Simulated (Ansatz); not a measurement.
# H3NOTe (SMILES N[Te]O): functionals against CCSD(T) at one geometry

An exercise on one series of results from a longer session: the logs are not shown, and one member is left open.

Method: single points in def2-TZVPP; program: Ansatz 0.2.0, Gaussian basis.

Correlated methods freeze the cores. Filled d shells of the heavier atoms are correlated. Core potentials replace the inner electrons past krypton, and spin-orbit coupling is left out.

### Starting geometry

SMILES `N[Te]O`, 6 atoms, charge 0, spin multiplicity 1.

Atoms are counted from 1 here; the program's logs count them from 0.

Bond lengths: N1–Te2 2.067 Å, N1–H4 1.019 Å, N1–H5 1.120 Å, Te2–O3 2.165 Å, O3–H6 0.948 Å. Angles: Te2–N1–H4 107.4°, Te2–N1–H5 105.9°, H4–N1–H5 108.1°, N1–Te2–O3 91.4°, Te2–O3–H6 118.6°.

Geometry (Å):

```
N    -0.78420    0.57310   -0.50550
Te   -0.09320   -1.33750   -0.12640
O     1.77200   -0.56640    0.65830
H    -0.82690    0.68590   -1.51750
H    -1.83070    0.60580   -0.10760
H     1.74220    0.02440    1.39930
```

Set-up of the first run:

run/in.yaml

```yaml
crystal:
  periodic: [false, false, false]
  atoms:
    - {symbol: N, position_ang: [-0.784200, 0.573100, -0.505500]}
    - {symbol: Te, position_ang: [-0.093200, -1.337500, -0.126400]}
    - {symbol: O, position_ang: [1.772000, -0.566400, 0.658300]}
    - {symbol: H, position_ang: [-0.826900, 0.685900, -1.517500]}
    - {symbol: H, position_ang: [-1.830700, 0.605800, -0.107600]}
    - {symbol: H, position_ang: [1.742200, 0.024400, 1.399300]}
basis:
  gaussian: {orbitals: def2-TZVPP}
correlation: {method: ccsd_t}
output: {forces: true}
```

The command line of these runs was not kept.

Among the steps run: CCSD(T)/def2-TZVPP; PBE0-D4/def2-TZVPP; wB97M-V/def2-TZVPP; r2SCAN-D4/def2-TZVPP; PBE-D4/def2-TZVPP; wB97X-V/def2-TZVPP; revPBE-D4/def2-TZVPP.

One table of the session follows, with a row left open; its other results are not shown here.

| method | RMS force component (eV/Å) | angle to CCSD(T) forces (°) | dipole (D) |
| --- | --- | --- | --- |
| CCSD(T) | 1.510 | reference | 3.12 |
| PBE0-D4 | ? | ? | ? |
| wB97M-V | 1.591 | 4.4 | 3.29 |
| r2SCAN-D4 | 1.487 | 2.1 | 3.09 |
| PBE-D4 | 1.419 | 9.3 | 3.01 |
| wB97X-V | 1.624 | 5.1 | 3.31 |
| revPBE-D4 | 1.388 | 10.7 | 2.97 |

Estimate the missing values for PBE0-D4.

**Answer.** RMS force component (eV/Å): 1.558; angle to CCSD(T) forces (°): 3.1; dipole (D): 3.19. In the column «RMS force component (eV/Å)» it lies between CCSD(T) (1.510) and wB97M-V (1.591).
